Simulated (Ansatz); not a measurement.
This script for an atomisation energy of C3H6N, SMILES [CH2]CN=C with Ansatz 0.2.0 through its Python package holds a mistake.

The script, `c3h6n.py`:
```python
"""Atomisation energy of C3H6N at the given geometry."""

from collections import Counter

import ansatz as az


def energy(molecule, charge=0, unpaired=0):
    calc = (
        molecule.calculation()
        .basis(gaussian="6-31G*")
        .functional("cam_b3lyp")
        .occupations("fermi_dirac", width=0.1)
    )
    if charge:
        calc = calc.charge(charge)
    if unpaired:
        calc = calc.spin("collinear", total=unpaired)
    return calc.run().report["free_energy_ev"]

GEOMETRY = """
C     0.98780    0.24300    1.10400
C    -0.47840    0.12430    0.70820
N    -0.65090   -0.88900   -0.30910
C    -0.30440   -0.70570   -1.53450
H     1.59550    0.60380    0.24750
H     1.09520    0.95490    1.94930
H    -0.86250    1.10510    0.35000
H    -1.06270   -0.17130    1.60450
H    -0.45430   -1.49840   -2.25890
H     0.13460    0.23320   -1.86090
"""

system = az.Crystal.molecule()
for line in GEOMETRY.strip().splitlines():
    symbol, *xyz = line.split()
    system = system.atom(symbol, [float(v) for v in xyz])

# unpaired electrons of the ground-state atoms
unpaired = {"C": 2, "N": 3, "H": 1}
counts = Counter(site.symbol for site in system.cartesian_sites)
atom_energy = {s: energy(az.Crystal.molecule().atom(s, (0, 0, 0)), 0, unpaired[s]) for s in counts}
whole = energy(system, 0, 1)
for s, e in atom_energy.items():
    print(f"{s:2s} x{counts[s]}  {e:14.5f} eV")
print(f"C3H6N: {whole:.5f} eV")
split = sum(counts[s] * e for s, e in atom_energy.items()) - whole
print(f"atomisation energy (no zero-point term): {23.060548 * split:.1f} kcal/mol, {split / sum(counts.values()):.3f} eV an atom")
```

Running `python c3h6n.py` prints:
```text
Traceback (most recent call last):
  File "c3h6n.py", line 42, in <module>
    atom_energy = {s: energy(az.Crystal.molecule().atom(s, (0, 0, 0)), 0, unpaired[s]) for s in counts}
                      ~~~~~~^^^^^^^^^^^^^^^^^^^^^^^^^^^^^^^^^^^^^^^^^^^^^^^^^^^^^^^^^^
  File "c3h6n.py", line 19, in energy
    return calc.run().report["free_energy_ev"]
           ~~~~~~~~^^
  ...
ansatz.RefusalError: invalid value for `basis.gaussian`: such a run doesn't read scf.occupations; remove what it names
```
(Library frames cut from the traceback.)

Find the fault and give the corrected script.

The fault: in this program a Gaussian-basis run takes no smearing. The change:

```diff
--- before
+++ after
@@ -12,3 +12,2 @@
         .functional("cam_b3lyp")
-        .occupations("fermi_dirac", width=0.1)
     )
```

With that change:

Output of `python c3h6n.py`:
```text
C  x3     -1029.23364 eV
N  x1     -1484.73526 eV
H  x6       -13.51936 eV
C3H6N: -4692.98632 eV
atomisation energy (no zero-point term): 909.4 kcal/mol, 3.943 eV an atom
```

Caveats:
- Total energies depend on the basis set; only differences at equal settings carry meaning.
- The geometry is a force-field or estimated start, not a minimum of this method, and the basis set is short of its limit. All parts are taken at fixed geometry, without zero-point energy.
- The species is open-shell (spin multiplicity 2).
- It ran for 2.6 s on 1 thread of Intel(R) Xeon(R) Processor @ 2.30GHz, on a shared host, peak memory 0.28 GiB.
